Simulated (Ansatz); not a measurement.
# C₂H₈GaNO: ionisation energy by level of theory

An exercise on one series of results from a longer session: the logs are not shown, and one member is left open.

Method: unrestricted cation, the program's frozen cores in correlated methods; program: Ansatz 0.2.0, Gaussian basis.

Levels to be run: UKS PBE-D4/def2-TZVPP; UKS r2SCAN-D4/def2-TZVPP; UKS PBE0-D4/def2-TZVPP; UKS B3LYP-D4/def2-TZVPP; UKS wB97X-V/def2-TZVPP; UKS wB97M-V/def2-TZVPP; UKS B2PLYP/def2-TZVPP; UHF-CCSD(T)/def2-TZVPP; UHF-MP2/def2-QZVPP; extrapolation to the limit; then −ε(HOMO) from the neutral's earlier runs with LDA (SPW92), PBE-D4, revPBE-D4, BLYP-D4, r2SCAN-D4, B97M-V, PBE0-D4, B3LYP-D4, r2SCANh-D4, r2SCAN0-D4, HSE06-D4, BHLYP-D4, CAM-B3LYP-D4, LC-ωPBE, ωB97X-V, ωB97M-V.

### The geometry

All runs share one geometry, relaxed beforehand with PBE0-D4 in a triple-zeta def2 set.

SMILES `C[O][Ga]([CH3])[NH2]`, 13 atoms, charge 0, spin multiplicity 1.

Atoms are counted from 1 here; the program's logs count them from 0.

Bond lengths: C1–O2 1.399 Å, C1–H6 1.099 Å, C1–H7 1.099 Å, C1–H8 1.095 Å, O2–Ga3 1.793 Å, Ga3–C4 1.946 Å, Ga3–N5 1.816 Å, C4–H9 1.091 Å, C4–H10 1.090 Å, C4–H11 1.092 Å, N5–H12 1.005 Å, N5–H13 1.005 Å. Angles: O2–C1–H6 112.6°, O2–C1–H7 112.6°, O2–C1–H8 109.0°, H6–C1–H7 107.6°, H6–C1–H8 107.4°, H7–C1–H8 107.4°, C1–O2–Ga3 122.3°, O2–Ga3–C4 118.3°, O2–Ga3–N5 114.5°, C4–Ga3–N5 127.2°, Ga3–C4–H9 109.9°, Ga3–C4–H10 111.6°, Ga3–C4–H11 109.9°, H9–C4–H10 109.0°, H9–C4–H11 107.8°, H10–C4–H11 108.5°, Ga3–N5–H12 124.2°, Ga3–N5–H13 123.8° and more.

Set-up of the first run:

Contents of in.yaml:

```yaml
crystal:
  periodic: [false, false, false]
  atoms:
    - {symbol: C, position_ang: [-2.009400, 0.874891, 0.633301]}
    - {symbol: O, position_ang: [-1.156560, -0.230722, 0.726541]}
    - {symbol: Ga, position_ang: [0.439481, -0.280967, -0.089777]}
    - {symbol: C, position_ang: [1.526679, -1.882930, 0.107739]}
    - {symbol: N, position_ang: [0.852095, 1.217958, -1.028394]}
    - {symbol: H, position_ang: [-2.325580, 1.078113, -0.399851]}
    - {symbol: H, position_ang: [-1.554081, 1.794102, 1.028839]}
    - {symbol: H, position_ang: [-2.913030, 0.678397, 1.219819]}
    - {symbol: H, position_ang: [1.545089, -2.192372, 1.153752]}
    - {symbol: H, position_ang: [2.549675, -1.718442, -0.231819]}
    - {symbol: H, position_ang: [1.094932, -2.699493, -0.474315]}
    - {symbol: H, position_ang: [1.705990, 1.346011, -1.542344]}
    - {symbol: H, position_ang: [0.244699, 2.015443, -1.103491]}
basis:
  gaussian: {orbitals: def2-TZVPP}
total_charge: 1
magnetization: {spin_polarized: true, initial_magnetization: 1}
hamiltonian: {xc: pbe, dispersion: d4}
```

On the command line:

```sh
ansatz run in.yaml --threads 2 --pin off --events-out ev --progress --plain --max-ram 32768MiB --backend cuda --devices 0, --max-vram 18GiB
```

Steps of the session up to this table: Cation, UKS PBE-D4/def2-TZVPP; Cation, UKS r2SCAN-D4/def2-TZVPP; Cation, UKS PBE0-D4/def2-TZVPP; Cation, UKS B3LYP-D4/def2-TZVPP; Cation, UKS wB97X-V/def2-TZVPP; Cation, UKS wB97M-V/def2-TZVPP; Cation, UKS B2PLYP (frozen core)/def2-TZVPP; Cation, UHF-CCSD(T)/def2-TZVPP; Cation, UHF-MP2/def2-QZVPP.

One of the session's tables, all rows but one given; the rest of the session is left out.

Orbital estimates, from the neutral's runs:

| functional | −ε(HOMO) (eV) |
| --- | --- |
| LDA (SPW92) | 5.84 |
| PBE-D4 | 5.66 |
| revPBE-D4 | 5.59 |
| BLYP-D4 | 5.56 |
| r2SCAN-D4 | 5.97 |
| B97M-V | 6.04 |
| PBE0-D4 | 7.12 |
| B3LYP-D4 | 6.88 |
| r2SCANh-D4 | 6.52 |
| r2SCAN0-D4 | 7.35 |
| HSE06-D4 | 6.71 |
| BHLYP-D4 | 8.50 |
| CAM-B3LYP-D4 | ? |
| LC-ωPBE | 9.98 |
| ωB97X-V | 9.61 |
| ωB97M-V | 9.53 |

**Question.** Estimate the row for CAM-B3LYP-D4.

As computed: −ε(HOMO) (eV): 8.58. In the column «−ε(HOMO) (eV)» it lies between BHLYP-D4 (8.50) and ωB97M-V (9.53).

Caveats from the session: The cation may have settled in a state other than its lowest; no search over hole states beyond the program's own was made.
